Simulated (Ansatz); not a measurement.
Write a Python script for Ansatz 0.2.0 through its Python package that makes a rigid scan of one bond length of B₃H₆N, SMILES BN(B)B. Level of theory (for the species named): B3LYP, 6-31G* basis, multiplicity 1.

```xyz
10

B    -0.9898    0.3932   -0.8357
N     0.3678    0.0081   -0.4455
B     0.2599   -1.3683    0.1928
B     0.9684    1.0235    0.5793
H    -1.4537    0.0886   -1.9162
H    -1.8488    0.6936   -0.0181
H     1.2388   -1.7621    0.8434
H    -0.2961   -2.2067   -0.3278
H     0.4221    1.0747    1.7091
H     1.4145    2.0042    0.2217
```

The script, `b3h6n_scan.py`:
```python
"""Potential curve of B3H6N along one bond."""

import ansatz as az
import numpy as np


def main() -> None:
    system = (
        az.Crystal.molecule()
        .atom("B", (-0.9898, 0.3932, -0.8357))
        .atom("N", (0.3678, 0.0081, -0.4455))
        .atom("B", (0.2599, -1.3683, 0.1928))
        .atom("B", (0.9684, 1.0235, 0.5793))
        .atom("H", (-1.4537, 0.0886, -1.9162))
        .atom("H", (-1.8488, 0.6936, -0.0181))
        .atom("H", (1.2388, -1.7621, 0.8434))
        .atom("H", (-0.2961, -2.2067, -0.3278))
        .atom("H", (0.4221, 1.0747, 1.7091))
        .atom("H", (1.4145, 2.0042, 0.2217))
    )

    symbols = [site.symbol for site in system.cartesian_sites]
    start = np.array([site.position_ang for site in system.cartesian_sites])
    axis = (start[2] - start[1]) / np.linalg.norm(start[2] - start[1])
    moving = [2, 6, 7]
    lengths, energies = [1.339, 1.399, 1.46, 1.521, 1.582, 1.643, 1.704, 1.795], []
    for length in lengths:
        xyz = start.copy()
        xyz[moving] += (length - np.linalg.norm(start[2] - start[1])) * axis
        point = az.Crystal.molecule()
        for symbol, xyz in zip(symbols, xyz):
            point = point.atom(symbol, xyz.tolist())
        base = (
            point.calculation()
            .basis(gaussian="6-31G*")
            .functional("b3lyp")
        )
        rep = base.run(threads=1, pin="off").report
        energies.append(rep["free_energy_ev"])
        print(f"r = {length:6.3f} A  E = {energies[-1]:.5f} eV  <S^2> = {abs(rep['mean_field']['state']['spin_squared']):.3f}")

    # quartic fit about the minimum
    fit = np.polynomial.Polynomial.fit(lengths, np.array(energies) - min(energies), 4).convert()
    roots = [r.real for r in fit.deriv().roots() if abs(r.imag) < 1e-9 and fit.deriv(2)(r.real) > 0]
    r_e = min(roots, key=lambda r: abs(r - lengths[int(np.argmin(energies))]))
    print(f"minimum of the fit at {r_e:.4f} A, force constant {fit.deriv(2)(r_e):.2f} eV/A^2")


if __name__ == "__main__":
    main()
```

```console
$ python b3h6n_scan.py
r =  1.339 A  E = -3615.92692 eV  <S^2> = 0.000
r =  1.399 A  E = -3616.09701 eV  <S^2> = 0.000
r =  1.460 A  E = -3616.11578 eV  <S^2> = 0.000
r =  1.521 A  E = -3616.02375 eV  <S^2> = 0.000
r =  1.582 A  E = -3615.85431 eV  <S^2> = 0.000
r =  1.643 A  E = -3615.63219 eV  <S^2> = 0.000
r =  1.704 A  E = -3615.37593 eV  <S^2> = 0.000
r =  1.795 A  E = -3614.95858 eV  <S^2> = 0.000
minimum of the fit at 1.4382 A, force constant 33.69 eV/A^2
```

What to keep in mind:
- Total energies depend on the basis set; only differences at equal settings carry meaning.
- The rest of the molecule is held rigid at a force-field or estimated start geometry, and the basis set is modest; single-reference methods fail as a bond breaks.
- b3lyp holds the VWN-RPA fit, as in Gaussian; the form of ORCA and Turbomole is b3lyp5.
- The orbitals are restricted, so S² is zero by construction.
- Hardware and time: 12 s on 1 thread of Intel(R) Xeon(R) Platinum 8488C (Sapphire Rapids) (shared host), peak memory 0.21 GiB.

(Lines on the test bed's own set-up are left out of the output.)
